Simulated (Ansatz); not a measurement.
# Ta4NiO11 (Cmmm) in Ansatz: band structure with RPBE

Aim: the band structure of Ta4NiO11 with RPBE.

Program: Ansatz 0.2.0. These are calculated values, not measurements. Logs are shortened: lines on timing, memory, paths and dates and some standing lists are left out, and cuts for length are marked.

### Step 1. Starting point

It takes space group Cmmm (No. 65, orthorhombic). The conventional cell has a = 3.910 Å, b = 29.659 Å, c = 3.886 Å, α = 90.00°, β = 90.00°, γ = 90.00°. Around Ta (site symmetry m2m) lie 5 O at 1.91 to 2.02 Å. Around Ta (site symmetry m2m) lie 5 O at 1.91 to 1.99 Å. Around Ni (site symmetry mmm) lie 4 O at 1.88 to 1.95 Å. O (site symmetry m2m) is surrounded by 2 Ta at 1.91 Å. O (site symmetry m2m) is surrounded by 3 Ta at 2.02 to 2.21 Å. O (site symmetry m2m) is surrounded by 1 Ni at 1.88 Å and 2 Ta at 1.99 Å. O (site symmetry mmm) is surrounded by 2 Ni at 1.95 Å and 2 Ta at 2.24 Å. O (site symmetry m2m) has 2 Ta at 1.95 Å as nearest neighbours.

The cell was built by a generator and needn't be a form met in nature.

### Step 2. Band structure, RPBE, collinear spin, ferromagnetic start

input.yaml reads:

```yaml
crystal:
  lattice:
    - [1.95495, -14.82973, 0.0]
    - [1.95495, 14.82973, 0.0]
    - [0.0, 0.0, 3.8859]
  atoms:
    - { symbol: Ta, position: [0.20437, 0.79563, 0.0] }
    - { symbol: Ta, position: [0.92451, 0.07549, 0.0] }
    - { symbol: Ta, position: [0.07549, 0.92451, 0.0] }
    - { symbol: Ta, position: [0.79563, 0.20437, 0.0] }
    - { symbol: Ni, position: [0.5, 0.5, 0.0], spin: 1.0 }
    - { symbol: O, position: [0.13987, 0.86013, 0.0] }
    - { symbol: O, position: [0.72107, 0.27893, 0.0] }
    - { symbol: O, position: [0.43645, 0.56355, 0.0] }
    - { symbol: O, position: [0.56355, 0.43645, 0.0] }
    - { symbol: O, position: [0.0, 0.0, 0.0] }
    - { symbol: O, position: [0.86013, 0.13987, 0.0] }
    - { symbol: O, position: [0.27893, 0.72107, 0.0] }
    - { symbol: O, position: [0.9279, 0.0721, 0.5] }
    - { symbol: O, position: [0.0721, 0.9279, 0.5] }
    - { symbol: O, position: [0.79436, 0.20564, 0.5] }
    - { symbol: O, position: [0.20564, 0.79436, 0.5] }
hamiltonian:
  xc: rpbe
  pseudopotentials: { kind: paw }
magnetization:
  spin_polarized: true
kpoints:
  mp_grid: { grid: [7, 7, 7] }
  band_path:
    path:
      - [[0.0, 0.0, 0.0], [0.2543445503, 0.2543445503, 0.0], [0.0, 0.5, 0.0], [0.0, 0.5, 0.5], [0.2543445503, 0.2543445503, 0.5], [0.0, 0.0, 0.5], [0.0, 0.0, 0.0], [-0.5, 0.5, 0.0], [-0.2543445503, 0.7456554497, 0.0], [-0.2543445503, 0.7456554497, 0.5], [-0.5, 0.5, 0.5], [-0.5, 0.5, 0.0]]
      - [[0.0, 0.0, 0.5], [-0.5, 0.5, 0.5]]
    npoints: 10
scf:
  occupations: { method: fermi_dirac, width: 0.05 }
  n_extra_bands: 40
output:
  forces: true
  stress: true
  eigenvalues: true
  fatbands: false
  write_density: true
  write_potential: true
  elf: true
  volumetric_format: npy
```

Potentials or basis: Ansatz PAW.

Launch:

```
> ansatz run input.yaml --threads 8 --pin off --max-ram 20480MiB --backend cpu --events-out ev --progress --plain --runs-dir out
```

What it wrote:

```text
Warning: RAYON_NUM_THREADS=8 ignored (pool sized by the plan → 8); use --threads N
basis.fft_grid_basis auto: the FFT boxes are laid along the combinations [[1, 1, 0], [0, 1, 0], [0, 0, 1]] of the cell's own vectors, 3.910, 14.958 and 3.886 Å long. The dense box has 27×100×27 points. Along the cell's own vectors, as sized, it would have 100×100×27, 3.70 times as many. Of the 8 symmetry operations that the crystal satisfies within crystal.symmetry.tolerance (time reversal apart; of a slab, those that keep its plane) the dense box along the cell's own vectors carries 8, and the one as laid loses 4 of those. basis.fft_grid_basis: typed keeps the cell's own vectors: state it where this run's energies or levels are differenced outside the engine with another run's, or held beside a run that keeps those vectors. Those combinations have planes normal to reciprocal vector 3, as the cell's own vectors have. Each planar average written beside output.write_density, output.write_potential has a row for each plane of the box: 27. The volumetric files lie along those combinations, not along the cell's own vectors: a cube or XSF file states them, and fields.json those of NumPy files.
scf.n_extra_bands = 40 over 68 filled bands (N_el = 136.0): the run solves 108 bands
Engine: ansatz 0.2.0, aarch64-unknown-linux-gnu
Pseudopotentials: kind: paw
Pseudopotential: Ta, paw, valence charge 13, recommended cutoff 420 eV (normal), Ta.paw.azcp
Pseudopotential: Ni, paw, valence charge 18, recommended cutoff 420 eV (normal), Ni.paw.azcp
Pseudopotential: O, paw, valence charge 6, recommended cutoff 420 eV (normal), O.paw.azcp
Functional definition: RPBE
  parameter kappa = 0.804
  parameter beta = 0.06672455060314922
  exchange = rpbe_x(kappa = kappa, mu = beta*pi^2/3)
  correlation = pbe_c(beta = beta)
Crystal: 16 atoms, lattice volume = 225.315 Å³
Basis set: ecut = 420 eV, 4447 PW (Γ), FFT grids on a1+a2, a2, a3, exchange–correlation on 54×200×54 points (8 copies of the dense FFT grid, shifted against one another)
Bands: 108, of which v1, the nominal top of the filled ones, is band 68 counted from 1 (67 counted from 0)
Symmetry: 8 space group operations
Space group: Cmmm (ITA 65), of the structure as read, at distance tolerance 6.1e-5 Å
Magnetic group: BNS 65.481 (UNI 579), of the structure as read, at distance tolerance 6.1e-5 Å
k-points: 64 of 343
Non-local potential: Ta, projectors of the file, l = 0: 3, l = 1: 2, l = 2: 2, l = 3: 1
Non-local potential: Ni, projectors of the file, l = 0: 3, l = 1: 2, l = 2: 3, l = 3: 1
Non-local potential: O, projectors of the file, l = 0: 2, l = 1: 2, l = 2: 1
PAW form: soft (Blöchl's): semilocal exchange-correlation on the pseudo side does not see the compensation charge
PAW frozen core: Ta, regenerated for the run's functional, and the local potential with it (the file was generated under x = pbe(κ = 0.804, μ = 0.2195149727645171), c = pbe(β = 0.06672455060314922))
PAW frozen core: Ni, regenerated for the run's functional, and the local potential with it (the file was generated under x = pbe(κ = 0.804, μ = 0.2195149727645171), c = pbe(β = 0.06672455060314922))
PAW frozen core: O, regenerated for the run's functional, and the local potential with it (the file was generated under x = pbe(κ = 0.804, μ = 0.2195149727645171), c = pbe(β = 0.06672455060314922))
PAW one-centre angular grid: Ta, 590 points (default); XC on 64 Gauss nodes
PAW one-centre angular grid: Ni, 590 points (default); XC on 64 Gauss nodes
PAW one-centre angular grid: O, 110 points (default); XC on 64 Gauss nodes
Initial density: superposition of atomic densities (chi_scale 0.1, normalization cell, long waves 35 % of neutral atoms (reshape's long-wave potential 1.35 eV rms, cloud 2.36 Å wide))
Starting moments: Σ|m| = 1 μB on 1 of 16 sites
Initial wavefunctions: pseudopotential atomic-orbital guess
Functional: x = rpbe, c = pbe(β = 0.06672455060314922)
SCF iter   1: F=—  HF=-51899.497338 eV  |F-HF|=—  |Δ(HF+E_count)|=         —  Δρ=9.28e-2 (↑4.24e-2 ↓9.28e-2)  dr2=5.33e1  dr2_m=1.91e0  M=0.001 μB ∫|m|=0.065 μB  β_m=0.30  ethr=3.10e-3  ⟨swp⟩=5.8  Hψ=55012  notcnv=0  defer=852
Mixer restart at iter 1: flushing history
preconditioner: auto → Kerker (q_TF=auto, 2.508 Å⁻¹)  [metal: Δε(μ)=0.110 eV  Ē_g=15.450 eV  σ=0.050 eV  W_gap=0.47  n_scr=64 (ndim 8)  ℏωp=24.2 eV  f_vac=0.094  D(μ)=3.57/eV (n_scr^D=16)]
spin=Collinear: Kerker preconditioning applied to the charge; magnetization (m = ρ↑ − ρ↓) channel mixes plain (no charge-response kernel on spin).
[... 25 lines left out ...]
Magnetization: 0.8541 μB (68.4271 up, 67.5729 down)
Absolute magnetization: 0.9016 μB (∫|ρ↑−ρ↓|, with the PAW one-centre terms)
Spin contamination: 0.0186 ħ² per cell (⟨S²⟩ above its minimum at these occupations)
Per-site moments (μB) at R_I (Å): [(-7.56600614686421e-6, 0.7891270076250002), (-0.001032685547273258, 0.7876588643550003), (-0.0010326855472731807, 0.7876588643550003), (-7.566006146899936e-6, 0.7891270076250002), (0.6895555875851626, 0.7775042067374998), (-0.000468822461233178, 0.7876588643550003), (-3.6355984668356895e-5, 0.8318975005336526), (0.008162267993795136, 0.7775042067374998), (0.008162267993795144, 0.7775042067374998), (0.09135636912257461, 0.8064168749999999), (-0.0004688224612333074, 0.7876588643550003), (-3.635598466835634e-5, 0.8318975005336526), (0.002580010208327581, 0.8025393020140705), (0.002580010208327657, 0.8025393020140705), (4.4349528445916154e-5, 0.801617475166735), (4.434952844593625e-5, 0.801617475166735)]
Free energy (F): -51898.647585 eV
Harris-Foulkes:  -51898.647585 eV  (|F-HF|=4.39e-8)
Internal energy: -51898.635699 eV  (E = F + TS)
E sigma→0 (E₀):  -51898.641642 eV
Entropy (-TS):   -0.011885 eV (-0.743 meV/atom)
Fermi energy:    8.003844 eV
--- Per-component energies (eV) ---
  E_band       = -1589.797760
  E_kinetic    = 3656.794230
  E_local      = -15650.912869  (includes V_loc(G=0)·N_el)
  E_nonlocal   = 1213.045150
  E_hartree    = 6254.037940
  E_xc         = -1767.629135
  E_vxc        = -1950.564430  (∫ρ·V_xc dr)
  E_paw        = -37028.593494  (= ΣΔE_a)
  E_vpaw       = -1366.279124  (= ΣTr[D̂ρ^β])
  E_aug_tail   = 0.027442  (compensation charges beyond the density's cutoff)
  E_ewald      = -8575.019397
  E_core_change = -0.385566  (= ΣΔE_core)
  E_smearing   = -0.011885  (= −TS)
  E_closure    = -0.000000  (closes the sum)
  Σ components = -51898.647585   (vs F -51898.647585, Δ=0.00e0)
--- Forces (eV/Å), atoms counted from 1 ---
  atom   1  Ta     0.00000000     0.03639739     0.00000000
  atom   2  Ta     0.00000000     0.04305377     0.00000000
  atom   3  Ta     0.00000000    -0.04305377     0.00000000
  atom   4  Ta     0.00000000    -0.03639739     0.00000000
  atom   5  Ni     0.00000000     0.00000000     0.00000000
  atom   6  O      0.00000000    -0.01020440     0.00000000
[... 8 lines left out ...]
  atom  15  O      0.00000000    -0.02139995     0.00000000
  atom  16  O      0.00000000     0.02139995     0.00000000
  max |Σ_I F_I| component: 4.16e-17 eV/Å
--- Stress (GPa, compression-positive) ---
        3.743690       0.000000       0.000000
        0.000000       3.945065       0.000000
        0.000000       0.000000       3.328158
  P = ⅓ Tr σ = 3.6723 GPa (36.723 kbar)
--- Band table (eV; the first three rows and the last of 128) ---
  k-point 0 ↑: bands = ["-95.6967", "-61.0804", "-61.0731", "-60.9588", "-60.9588", "-56.4472", "-56.3397", "-55.2756", "-27.7812", "-27.6490", "-27.6411", "-27.5960", "-27.5808", "-27.5669", "-27.5303", "-27.5302", "-27.4574", "-27.4414", "-27.3330", "-27.3328", "-11.6379", "-11.4293", "-11.3382", "-10.7843", "-10.6621", "-10.4172", "-10.1957", "-10.1342", "-10.1168", "-10.0683", "-10.0472", "1.3457", "1.3688", "2.0061", "2.0381", "2.3519", "2.8320", "2.8461", "3.0339", "3.8068", "3.9354", "4.0117", "4.0498", "4.2088", "4.2599", "4.3555", "4.3688", "4.6301", "4.7186", "4.7515", "5.2295", "5.4269", "5.4550", "5.6391", "5.8372", "5.8740", "5.9008", "5.9319", "6.0573", "6.0817", "6.0949", "6.1039", "6.1190", "6.1795", "6.2459", "6.6773", "6.7449", "7.2316", "7.3868", "9.1012", "9.3721", "9.3925", "9.5462", "9.6016", "9.7908", "10.5446", "10.6360", "11.3082", "11.4423", "12.0607", "12.1180", "12.3070", "13.0618", "13.1085", "13.8347", "13.8990", "14.2273", "14.2840", "14.3071", "14.3676", "15.4635", "15.7612", "16.5734", "17.3441", "18.7200", "19.0717", "19.1471", "20.1578", "20.5319", "20.7729", "20.8294", "20.9816", "21.1185", "21.6521", "21.7230", "22.1588", "22.1737", "22.1802"]
  k-point 1 ↑: bands = ["-95.6967", "-61.0803", "-61.0730", "-60.9587", "-60.9587", "-56.4472", "-56.3397", "-55.2756", "-27.7803", "-27.6481", "-27.6402", "-27.5951", "-27.5799", "-27.5660", "-27.5294", "-27.5294", "-27.4790", "-27.4626", "-27.3545", "-27.3542", "-11.6176", "-11.3988", "-11.3196", "-10.7723", "-10.6546", "-10.3692", "-10.1232", "-9.9834", "-9.9043", "-9.8730", "-9.8641", "1.3535", "1.3755", "2.0214", "2.0460", "2.3682", "2.8448", "2.8601", "3.0084", "3.3865", "3.5458", "3.7513", "3.9361", "4.0189", "4.0291", "4.2163", "4.3709", "4.5987", "4.6289", "4.7319", "4.7434", "5.0028", "5.0732", "5.3462", "5.4375", "5.4547", "5.4629", "5.6566", "5.6609", "5.8053", "5.8200", "5.8244", "5.8994", "6.1469", "6.1553", "6.6243", "6.7816", "7.2442", "7.3603", "9.7828", "10.0379", "10.0508", "10.1580", "10.1688", "10.2383", "10.5743", "10.6730", "11.5531", "11.6661", "12.1292", "12.2725", "12.3152", "13.1659", "13.2877", "13.8765", "14.0880", "14.5596", "14.7281", "14.9813", "15.2185", "16.1638", "16.2368", "16.6621", "17.4799", "18.1012", "18.8440", "19.2476", "19.8668", "19.9858", "20.8347", "20.9806", "21.2377", "21.2812", "21.6379", "21.7282", "22.2763", "22.2795", "22.6369"]
  k-point 2 ↑: bands = ["-95.6966", "-61.0801", "-61.0728", "-60.9585", "-60.9585", "-56.4472", "-56.3397", "-55.2757", "-27.7781", "-27.6461", "-27.6382", "-27.5931", "-27.5780", "-27.5641", "-27.5275", "-27.5274", "-27.5270", "-27.5096", "-27.4021", "-27.4018", "-11.5815", "-11.3482", "-11.2885", "-10.7555", "-10.6417", "-10.3243", "-10.1080", "-9.4574", "-9.3539", "-9.3382", "-9.3357", "1.3718", "1.3920", "2.0598", "2.0672", "2.4088", "2.4712", "2.5647", "2.7006", "2.7779", "2.8794", "2.8976", "2.9003", "3.1759", "3.3530", "3.7341", "4.0368", "4.2290", "4.2427", "4.3566", "4.5771", "4.6106", "4.6763", "4.7340", "4.7667", "4.9823", "5.0233", "5.0311", "5.1772", "5.2156", "5.4285", "5.8253", "6.1303", "6.3866", "6.4064", "6.5988", "6.8555", "7.2918", "7.3219", "10.5257", "10.6176", "11.1318", "11.2841", "11.3195", "11.3209", "11.3510", "11.4318", "12.1552", "12.3269", "12.3343", "12.3728", "12.8390", "13.3355", "13.5979", "13.9694", "14.4759", "14.8366", "14.9667", "15.8221", "16.3927", "16.5479", "17.3047", "17.4546", "17.5621", "17.8383", "18.4491", "18.5125", "19.9908", "20.0839", "20.9362", "20.9808", "21.2571", "21.6202", "21.9422", "21.9811", "22.0843", "22.3329", "22.6518"]
  k-point 63 ↓: bands = ["-94.7893", "-61.0799", "-61.0726", "-60.9594", "-60.9594", "-55.5234", "-55.3320", "-54.5450", "-27.7760", "-27.6485", "-27.6365", "-27.5829", "-27.5765", "-27.5699", "-27.5649", "-27.5469", "-27.5276", "-27.5275", "-27.4417", "-27.4413", "-11.5158", "-11.3398", "-11.2397", "-10.7504", "-10.5570", "-10.2332", "-10.1004", "-8.9506", "-8.8321", "-8.8220", "-8.8197", "1.1258", "1.3992", "1.4964", "1.5458", "1.5574", "2.0017", "2.0911", "2.3056", "2.4157", "2.4820", "2.4955", "2.6779", "2.9701", "3.4015", "3.5551", "3.7485", "4.0950", "4.2098", "4.2302", "4.3765", "4.4284", "4.4741", "4.5142", "4.5645", "4.7684", "4.7993", "4.8864", "4.9220", "5.2269", "5.2877", "5.7562", "6.4798", "6.6909", "6.9184", "7.2859", "7.3453", "7.6769", "8.6010", "10.5348", "10.7015", "12.0905", "12.1755", "12.2289", "12.2531", "12.2621", "12.2692", "12.3285", "12.3592", "13.0361", "13.0788", "13.3090", "13.7310", "14.0836", "14.3277", "14.5325", "14.5579", "15.0694", "16.0449", "16.1640", "16.7911", "17.4684", "17.5310", "17.8355", "17.9577", "18.0846", "18.9008", "19.9288", "20.7374", "20.8457", "21.1640", "21.2910", "21.6785", "21.7044", "22.0485", "22.1159", "22.4407", "22.6570"]
```

Wall time 1.7 min (8 threads of Arm Neoverse V1, shared host); peak memory 3 GiB.

What came out:

```yaml
Free_energy: -51898.6476 eV
Pressure: 3.7 GPa
Largest_force: 0.194 eV/Å
Band_gap_on_the_k_mesh: none (metal or under the smearing width)
Net_moment: 0.85 μB per cell
Absolute_moment: 0.90 μB per cell
Site_moments: Ta -0.00; Ni +0.69; O -0.00, +0.01, +0.09, +0.00 μB
```

Forces on the atoms (eV/Å):
```
Ta   0.000  0.036  0.000
Ta   0.000  0.043  0.000
Ta   0.000 -0.043  0.000
Ta   0.000 -0.036  0.000
Ni   0.000  0.000  0.000
O    0.000 -0.010  0.000
O    0.000  0.054  0.000
O    0.000  0.194  0.000
O    0.000 -0.194  0.000
O    0.000  0.000  0.000
O    0.000  0.010  0.000
O    0.000 -0.054  0.000
O    0.000 -0.009  0.000
O    0.000  0.009  0.000
O    0.000 -0.021  0.000
O    0.000  0.021  0.000
```

Levels at the corners of the path, in eV from the Fermi level:
Spin up:
| point | band 66 | band 67 | band 68 | band 69 | band 70 | band 71 |
| --- | --- | --- | --- | --- | --- | --- |
| Γ | -1.33 | -1.26 | -0.77 | -0.62 | 1.10 | 1.37 |
| X | -1.05 | -0.95 | -0.68 | 1.01 | 1.45 | 1.68 |
| S | -1.05 | -0.95 | -0.68 | 1.01 | 1.46 | 1.67 |
| R | -0.86 | -0.58 | -0.41 | 1.06 | 2.45 | 2.60 |
| A | -0.86 | -0.58 | -0.41 | 1.06 | 2.46 | 2.59 |
| Z | -1.35 | -1.09 | -0.71 | -0.63 | 2.57 | 2.65 |
| Γ | -1.33 | -1.26 | -0.77 | -0.62 | 1.10 | 1.37 |
| Y | -1.33 | -1.26 | -0.77 | -0.62 | 1.10 | 1.36 |
| X1 | -1.05 | -0.95 | -0.68 | 1.01 | 1.45 | 1.68 |
| A1 | -0.86 | -0.58 | -0.41 | 1.06 | 2.46 | 2.59 |
| T | -1.35 | -1.09 | -0.71 | -0.63 | 2.53 | 2.70 |
| Y | -1.33 | -1.26 | -0.77 | -0.62 | 1.10 | 1.36 |
| Z | -1.35 | -1.09 | -0.71 | -0.63 | 2.57 | 2.65 |
| T | -1.35 | -1.09 | -0.71 | -0.63 | 2.53 | 2.70 |
Spin down:
```
point  band 66  band 67  band 68  band 69  band 70  band 71
    Γ    -0.90    -0.72    -0.26     0.42     1.10     1.36
    X    -0.71    -0.54     0.34     1.45     1.69     1.70
    S    -0.71    -0.54     0.34     1.46     1.69     1.70
    R    -0.31    -0.15     0.39     1.75     2.46     2.77
    A    -0.31    -0.15     0.39     1.74     2.46     2.76
    Z    -0.72    -0.65    -0.33     0.61     2.58     2.66
    Γ    -0.90    -0.72    -0.26     0.42     1.10     1.36
    Y    -0.90    -0.72    -0.26     0.42     1.10     1.36
   X1    -0.71    -0.54     0.34     1.45     1.69     1.70
   A1    -0.31    -0.15     0.39     1.74     2.46     2.76
    T    -0.72    -0.65    -0.33     0.61     2.53     2.70
    Y    -0.90    -0.72    -0.26     0.42     1.10     1.36
    Z    -0.72    -0.65    -0.33     0.61     2.58     2.66
    T    -0.72    -0.65    -0.33     0.61     2.53     2.70
```

Caveat: the pressure holds a Pulay correction of +0.5 GPa for the finite cutoff; spin-orbit coupling is left out, which moves the levels of the heavy elements; a cell with one magnetic atom can't hold antiferromagnetic order, which such compounds often take; semilocal functionals often make such compounds metallic where correlation or magnetic order opens a gap, which also shifts bond lengths; the PAW data sets come from PBE, with cores solved anew for the run's functional, which leaves a small shift of forces and pressure.
